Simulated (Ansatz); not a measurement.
# CH6HfO3: how energies converge with the basis set

One table from this session's results is given with a row withheld; the runs are named, their logs left out.

Computed with Ansatz 0.2.0, Gaussian basis. Level: one geometry, several basis sets.

Levels to be run: PBE0-D4/def2-SVP; ωB97M-V/def2-SVP; PBE0-D4/def2-QZVPP; ωB97M-V/def2-QZVPP; the functionals' def2-TZVPP values are taken from earlier runs.

## Structure used throughout

All runs share one geometry, relaxed beforehand with PBE0-D4 in a triple-zeta def2 set. Hf takes the def2 core potential; no spin-orbit term is included.

11 atoms, charge 0, spin multiplicity 1.

Atoms are counted from 1 here; the program's logs count them from 0.

Bond lengths: C1–Hf2 2.232 Å, C1–H6 1.096 Å, C1–H7 1.096 Å, C1–H8 1.096 Å, Hf2–O3 1.928 Å, Hf2–O4 1.928 Å, Hf2–O5 1.928 Å, O3–H9 0.951 Å, O4–H10 0.951 Å, O5–H11 0.951 Å. Angles: Hf2–C1–H6 111.4°, Hf2–C1–H7 111.4°, Hf2–C1–H8 111.4°, H6–C1–H7 107.4°, H6–C1–H8 107.4°, H7–C1–H8 107.4°, C1–Hf2–O3 105.4°, C1–Hf2–O4 105.4°, C1–Hf2–O5 105.4°, O3–Hf2–O4 113.2°, O3–Hf2–O5 113.2°, O4–Hf2–O5 113.2°, Hf2–O3–H9 160.6°, Hf2–O4–H10 160.6°, Hf2–O5–H11 160.6°.

The first run:

Contents of in.yaml:

```yaml
crystal:
  periodic: [false, false, false]
  atoms:
    - {symbol: C, position_ang: [-1.567365, 0.575891, 0.338996]}
    - {symbol: Hf, position_ang: [0.486185, -0.178690, -0.105191]}
    - {symbol: O, position_ang: [1.173923, -0.816134, 1.579137]}
    - {symbol: O, position_ang: [1.452984, 1.340232, -0.793987]}
    - {symbol: O, position_ang: [0.246897, -1.580330, -1.406944]}
    - {symbol: H, position_ang: [-1.545457, 1.386127, 1.076215]}
    - {symbol: H, position_ang: [-2.054727, 0.964914, -0.561879]}
    - {symbol: H, position_ang: [-2.207118, -0.217164, 0.741780]}
    - {symbol: H, position_ang: [1.745600, -0.924537, 2.331365]}
    - {symbol: H, position_ang: [1.976242, 1.882701, -1.373935]}
    - {symbol: H, position_ang: [0.292847, -2.433009, -1.825558]}
basis:
  gaussian: {orbitals: def2-SVP}
hamiltonian: {xc: pbe0, dispersion: d4}
output: {orbitals: {seedname: orbitals}}
```

Run with:

```bash
$ ansatz run in.yaml --threads 4 --pin off --events-out ev --progress --plain --max-ram 10444MiB
```

Among the steps run: PBE0-D4 in def2-SVP; ωB97M-V in def2-SVP; PBE0-D4 in def2-QZVPP; ωB97M-V in def2-QZVPP.

One of the session's tables, all rows but one given; the rest of the session is left out.

```
functional       basis  HOMO (eV)  LUMO (eV)
   PBE0-D4    def2-SVP      -7.08       0.27
   PBE0-D4  def2-TZVPP      -7.20       0.04
   PBE0-D4  def2-QZVPP          ?          ?
   ωB97M-V    def2-SVP      -9.35       1.41
   ωB97M-V  def2-TZVPP      -9.49       1.09
   ωB97M-V  def2-QZVPP      -9.53       0.55
```

**Question.** Estimate the row for PBE0-D4, def2-QZVPP.

As computed: HOMO (eV): -7.24; LUMO (eV): -0.26. In the column «HOMO (eV)» it lies between ωB97M-V, def2-SVP (-9.35) and PBE0-D4, def2-TZVPP (-7.20).
